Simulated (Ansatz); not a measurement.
3 structures of CO2, a ranking of polymorphs by energy

Program: Ansatz 0.2.0 through its Python package.

The cells in order, each with its output:

**Cell 1**
```python
import warnings

import ansatz as az
import numpy as np
```

**Cell 2**
```python
XC = 'pbesol'
ECUT = 520
K_SPACING = 0.3
FILLING = 'fixed'
```

**Cell 3**
```python
def solve(name, crystal):
    calc = crystal.calculation()
    calc = calc.functional(XC)
    calc = calc.basis(ECUT)
    calc = calc.kpoints(spacing=K_SPACING)
    calc = calc.occupations(FILLING)
    calc = calc.stress().band_table()
    return calc.run(threads=1)
```

**Cell 4**
```python
def gap_ev(outcome):
    # nan where the run reports no band edges: a metal, overlapping bands, or a gap that is small against the smearing
    edges = outcome.report.get('band_edges_ev')
    return edges[1] - edges[0] if edges else float('nan')
```

**Cell 5**
```python
def volume_per_atom(outcome):
    return abs(np.linalg.det(outcome.lattice.cell_ang)) / len(outcome.lattice.sites)


def pressure_gpa(outcome):
    return float(np.trace(outcome.report['stress_gpa']) / 3)

warnings.simplefilter('ignore', az.DeckWarning)
```

**Cell 6**
```python
phases = {}
p4_2_mnm = (
    az.Lattice.from_parameters(3.5161, 3.5161, 4.1043, alpha=90, beta=90, gamma=90)
    .space_group(136, hermann_mauguin='P42/mnm')
    .atom('C', (0.0, 0.0, 0.0))
    .atom('O', (0.23, 0.23, 0.0))
)
phases['P4_2/mnm'] = p4_2_mnm
i_42d = (
    az.Lattice.from_parameters(3.949454, 3.949454, 6.028116, alpha=90, beta=90, gamma=90)
    .space_group(122, hermann_mauguin='I-42d')
    .atom('C', (0.0, 0.5, 0.25))
    .atom('O', (0.75, 0.334798, 0.375))
    .primitive()
)
phases['I-42d'] = i_42d
cmce = (
    az.Lattice.of((2.63591123, -2.38737812, 0.0), (2.63591123, 2.38737812, 0.0), (0.0, 0.0, 6.58717491))
    .atom('C', (0.0, 0.0, 0.0))
    .atom('C', (0.5, 0.5, 0.5))
    .atom('O', (0.80650857, 0.19349143, 0.89184339))
    .atom('O', (0.19349143, 0.80650857, 0.10815661))
    .atom('O', (0.69349143, 0.30650857, 0.39184339))
    .atom('O', (0.30650857, 0.69349143, 0.60815661))
)
phases['Cmce'] = cmce
```

**Cell 7**
```python
done = {name: solve(name, crystal) for name, crystal in phases.items()}
```

**Cell 8**
```python
energy = {name: o.report['free_energy_ev'] / len(o.lattice.sites) for name, o in done.items()}
lowest = min(energy.values())
rows = [(name, len(o.lattice.sites), 1000 * (energy[name] - lowest), gap_ev(o), volume_per_atom(o), pressure_gpa(o)) for name, o in done.items()]
rows.sort(key=lambda row: row[2])
print('| phase | atoms | dE (meV/atom) | gap (eV) | V (A^3/atom) | P (GPa) |')
print('| --- | --- | --- | --- | --- | --- |')
for row in rows:
    print(f'| {row[0]} | {row[1]:d} | {row[2]:.1f} | {row[3]:.2f} | {row[4]:.3f} | {row[5]:.2f} |')
```
Output:
```text
| phase | atoms | dE (meV/atom) | gap (eV) | V (A^3/atom) | P (GPa) |
| --- | --- | --- | --- | --- | --- |
| Cmce | 6 | 0.0 | 6.55 | 13.818 | 0.97 |
| P4_2/mnm | 6 | 253.6 | 5.80 | 8.457 | 30.96 |
| I-42d | 6 | 296.9 | 7.59 | 7.836 | -6.56 |
```

By space group at the end of each run: Cmce (+0 meV an atom, 13.8 Å³), P4_2/mnm (+254 meV an atom, 8.5 Å³) and I-42d (+297 meV an atom, 7.8 Å³).

Notes:
- Semilocal gaps usually lie well under measured ones.
- Pressure is positive in compression.
- The cells come from databases of deposited and of computed structures, and not all need be stable phases.
- Gaps and levels are Kohn-Sham values on a finite set of k-points.
- The ranking holds among these structures alone, at zero temperature; the ground state may be another structure. Differences under 10 to 15 meV an atom lie within the error of mesh and functional.
- Timing: 12 s on 1 thread of Arm Neoverse V2 (shared host), peak memory 0.43 GiB.
